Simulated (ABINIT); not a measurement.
# SiGe (P6_3/mmc) in ABINIT: single point with LDA

Aim: the single point of SiGe with LDA.

All numbers are computed with ABINIT 10.8.3 (patched build); they aren't measurements. Logs are shortened: lines on timing, memory, paths and dates and some standing lists are left out, and cuts for length are marked. The log counts tension as positive stress, the text compression.

## (1) The crystal as given

Symmetry: P6_3/mmc, No. 194, hexagonal system. The conventional cell has a = 4.294 Å, b = 4.294 Å, c = 4.973 Å, α = 90.00°, β = 90.00°, γ = 120.00°. Around Si (site symmetry -6m2) lie 3 Ge at 2.48 Å and 2 Si at 2.49 Å. Ge (site symmetry -6m2) is surrounded by 3 Si at 2.48 Å.

The cell was built by a generator and needn't be a form met in nature.

## (2) Single point, LDA, spin-orbit coupling, no magnetisation

Input file run.abi:

```
# Pseudopotentials
pp_dirpath "./"
pseudos "Si.hgh, Ge.hgh"

# Structure
acell 8.1145406709 8.1145374774 9.3981749356
rprim
     1.0000000000     0.0000000000     0.0000000000
    -0.4999990324     0.8660259624     0.0000000000
     0.0000000000     0.0000000000     1.0000000000
ntypat 2
znucl 14 32
natom 4
typat 1 1 2 2
xred
     0.0000000000     0.0000000000     0.2500000000
     0.0000000000     0.0000000000     0.7500000000
     0.3333300000     0.6666700000     0.2500000000
     0.6666700000     0.3333300000     0.7500000000

# Plane-wave basis
ecut 380.959407 eV

# k points
kptopt 1
ngkpt 5 5 4
nshiftk 1
shiftk 0.0 0.0 0.0

# Exchange and correlation
ixc 7

# Bands and occupations
nband 24
occopt 3
tsmear 0.05 eV

# Spin
nspinor 2
nspden 1
so_psp 2*1

# SCF cycle
nstep 100
tolvrs 1.0e-10

# Output
iomode 3
prtwf 0
prtden 0
prteig 0
prtebands 0
enunit 1
```

Potentials or basis: HGH LDA.

On the command line:

```console
abinit run.abi > log 2>&1
```

run.abo:

```text
.Version 10.8.3 of ABINIT
 Symmetries : space group P6_3/m m c (#194); Bravais hP (primitive hexag.)
================================================================================
 Values of the parameters that define the memory need of the present run
     intxc =       0    ionmov =       0      iscf =       7    lmnmax =       9
     lnmax =       9     mgfft =      32  mpssoang =       5    mqgrid =    3001
     natom =       4  nloc_mem =       1    nspden =       1   nspinor =       2
    nsppol =       1      nsym =      24    n1xccc =       0    ntypat =       2
    occopt =       3   xclevel =       1
       mpw =        1356          nfft =       28800          nkpt =          15
================================================================================
================================================================================

--------------------------------------------------------------------------------
------------- Echo of variables that govern the present computation ------------
--------------------------------------------------------------------------------
 -outvars: echo values of preprocessed input variables --------
            acell      8.1145390741E+00  8.1145390741E+00  9.3981749356E+00 Bohr
              amu      2.80855000E+01  7.26100000E+01
             ecut      1.40000000E+01 Hartree
           enunit           1
              ixc           7
         kptrlatt        5    0    0      0    5    0      0    0    4
          kptrlen      3.75926997E+01
            natom           4
            nband          24
            ngfft          30      30      32
             nkpt          15
          nspinor           2
            nstep         100
             nsym          24
           ntypat           2
           occopt           3
           prtden           0
        prtebands           0
           prteig           0
            prtwf           0
            rprim      1.0000000000E+00  0.0000000000E+00  0.0000000000E+00
                      -5.0000000000E-01  8.6602540378E-01  0.0000000000E+00
                       0.0000000000E+00  0.0000000000E+00  1.0000000000E+00
          spgroup         194
           tolvrs      1.00000000E-10
           tsmear      1.83746611E-03 Hartree
            typat      1  1  2  2
           xangst      0.0000000000E+00  0.0000000000E+00  1.2433249992E+00
                       0.0000000000E+00  0.0000000000E+00  3.7299749975E+00
                      -7.9455500550E-17  2.4791588868E+00  1.2433249992E+00
                       2.1470145760E+00  1.2395794434E+00  3.7299749975E+00
            xcart      0.0000000000E+00  0.0000000000E+00  2.3495437339E+00
                       0.0000000000E+00  0.0000000000E+00  7.0486312017E+00
                      -1.5014913524E-16  4.6849313188E+00  2.3495437339E+00
                       4.0572695370E+00  2.3424656594E+00  7.0486312017E+00
             xred      0.0000000000E+00  0.0000000000E+00  2.5000000000E-01
                       0.0000000000E+00  0.0000000000E+00  7.5000000000E-01
                       3.3333333333E-01  6.6666666667E-01  2.5000000000E-01
[... 133 lines left out ...]

 cartesian coordinates (angstrom) at end:
    1      0.00000000000000     0.00000000000000     1.24332499915634
    2      0.00000000000000     0.00000000000000     3.72997499746901
    3     -0.00000000000000     2.47915888684834     1.24332499915634
    4      2.14701457602862     1.23957944342417     3.72997499746901

 cartesian forces (hartree/bohr) at end:
    1     -0.00000000000000    -0.00000000000000    -0.00000000000000
    2     -0.00000000000000    -0.00000000000000    -0.00000000000000
    3     -0.00000000000000    -0.00000000000000    -0.00000000000000
    4     -0.00000000000000    -0.00000000000000    -0.00000000000000
 frms,max,avg= 0.0000000E+00 0.0000000E+00   0.000E+00  0.000E+00  0.000E+00 h/b

 cartesian forces (eV/Angstrom) at end:
    1     -0.00000000000000    -0.00000000000000    -0.00000000000000
    2     -0.00000000000000    -0.00000000000000    -0.00000000000000
    3     -0.00000000000000    -0.00000000000000    -0.00000000000000
    4     -0.00000000000000    -0.00000000000000    -0.00000000000000
 frms,max,avg= 0.0000000E+00 0.0000000E+00   0.000E+00  0.000E+00  0.000E+00 e/A
 length scales=  8.114539074052  8.114539074052  9.398174935600 bohr
              =  4.294029152057  4.294029152057  4.973299996625 angstroms
 Fermi (or HOMO) energy (eV) =   6.59906   Average Vxc (eV)=  -9.34234
 Eigenvalues (   eV  ) for nkpt=  15  k points:
 kpt#   1, nband= 24, wtk=  0.01000, kpt=  0.0000  0.0000  0.0000 (reduced coord)
  -6.32216   -6.32216   -2.22304   -2.22304    0.84901    0.84901    2.65328    2.65328
   3.57324    3.57324    3.62643    3.62643    4.85913    4.85913    4.99322    4.99322
   5.87815    5.87815    8.29740    8.29740    9.09867    9.09867    9.10578    9.10578
 prteigrs : prtvol=0 or 1, do not print more k-points.

--- !EnergyTerms
iteration_state     : {dtset: 1, }
comment             : Components of total free energy in Hartree
kinetic             :  6.08898195139615E+00
hartree             :  7.19179448949652E-01
xc                  : -4.67321511274549E+00
Ewald energy        : -1.73101735023397E+01
psp_core            :  1.40449116011240E-01
local_psp           : -3.15327915629154E+00
non_local_psp       :  2.33050906515629E+00
internal            : -1.58575481898634E+01
'-kT*entropy'       : -7.68066778050153E-04
total_energy        : -1.58583162566415E+01
total_energy_eV     : -4.31526768870390E+02
band_energy         :  6.09858975363398E-01
...

 Cartesian components of stress tensor (hartree/bohr^3)
  sigma(1 1)=  1.78922694E-04  sigma(3 2)=  0.00000000E+00
  sigma(2 2)=  1.78922694E-04  sigma(3 1)=  0.00000000E+00
  sigma(3 3)=  1.09366144E-04  sigma(2 1)=  0.00000000E+00

-Cartesian components of stress tensor (GPa)         [Pressure= -4.5819E+00 GPa]
- sigma(1 1)=  5.26408741E+00  sigma(3 2)=  0.00000000E+00
- sigma(2 2)=  5.26408741E+00  sigma(3 1)=  0.00000000E+00
- sigma(3 3)=  3.21766305E+00  sigma(2 1)=  0.00000000E+00

== END DATASET(S) ==============================================================
================================================================================

 -outvars: echo values of variables after computation  --------
            acell      8.1145390741E+00  8.1145390741E+00  9.3981749356E+00 Bohr
           etotal     -1.5858316257E+01
            fcart     -0.0000000000E+00 -0.0000000000E+00 -0.0000000000E+00
                      -0.0000000000E+00 -0.0000000000E+00 -0.0000000000E+00
                      -0.0000000000E+00 -0.0000000000E+00 -0.0000000000E+00
                      -0.0000000000E+00 -0.0000000000E+00 -0.0000000000E+00
            rprim      1.0000000000E+00  0.0000000000E+00  0.0000000000E+00
                      -5.0000000000E-01  8.6602540378E-01  0.0000000000E+00
                       0.0000000000E+00  0.0000000000E+00  1.0000000000E+00
           strten      1.7892269428E-04  1.7892269428E-04  1.0936614400E-04
                       0.0000000000E+00  0.0000000000E+00  0.0000000000E+00
           xangst      0.0000000000E+00  0.0000000000E+00  1.2433249992E+00
                       0.0000000000E+00  0.0000000000E+00  3.7299749975E+00
                      -7.9455500550E-17  2.4791588868E+00  1.2433249992E+00
                       2.1470145760E+00  1.2395794434E+00  3.7299749975E+00
             xred      0.0000000000E+00  0.0000000000E+00  2.5000000000E-01
                       0.0000000000E+00  0.0000000000E+00  7.5000000000E-01
                       3.3333333333E-01  6.6666666667E-01  2.5000000000E-01
                       6.6666666667E-01  3.3333333333E-01  7.5000000000E-01
 Calculation completed.
```

Wall time 37 s (1 thread of AMD EPYC 7R43 (Zen 3), shared host); peak memory 0.07 GiB.

Results:

```yaml
Free_energy: -431.5268 eV
Pressure: -4.6 GPa
Band_gap_on_the_k_mesh: none (metal or under the smearing width)
Valence_electrons_inside_the_program's_atomic_spheres: Si 1.72; Ge 1.65
```

Stress tensor (GPa, compression positive):
```
-5.26  0.00  0.00
 0.00 -5.26  0.00
 0.00  0.00 -3.22
```

Levels at points of the mesh, in eV from the Fermi level:
| k point | band 12 | band 13 | band 14 | band 15 | band 16 | band 17 | band 18 | band 19 | band 20 | band 21 |
| --- | --- | --- | --- | --- | --- | --- | --- | --- | --- | --- |
| (0.00, 0.00, 0.00) | -2.97 | -1.74 | -1.74 | -1.61 | -1.61 | -0.72 | -0.72 | 1.70 | 1.70 | 2.50 |
| (0.00, 0.00, 0.50) | -2.19 | -2.10 | -2.10 | -2.10 | -2.10 | 0.21 | 0.21 | 0.21 | 0.21 | 1.68 |

Caveat: HGH potentials are hard and often keep d shells in the core, so these values are rough.
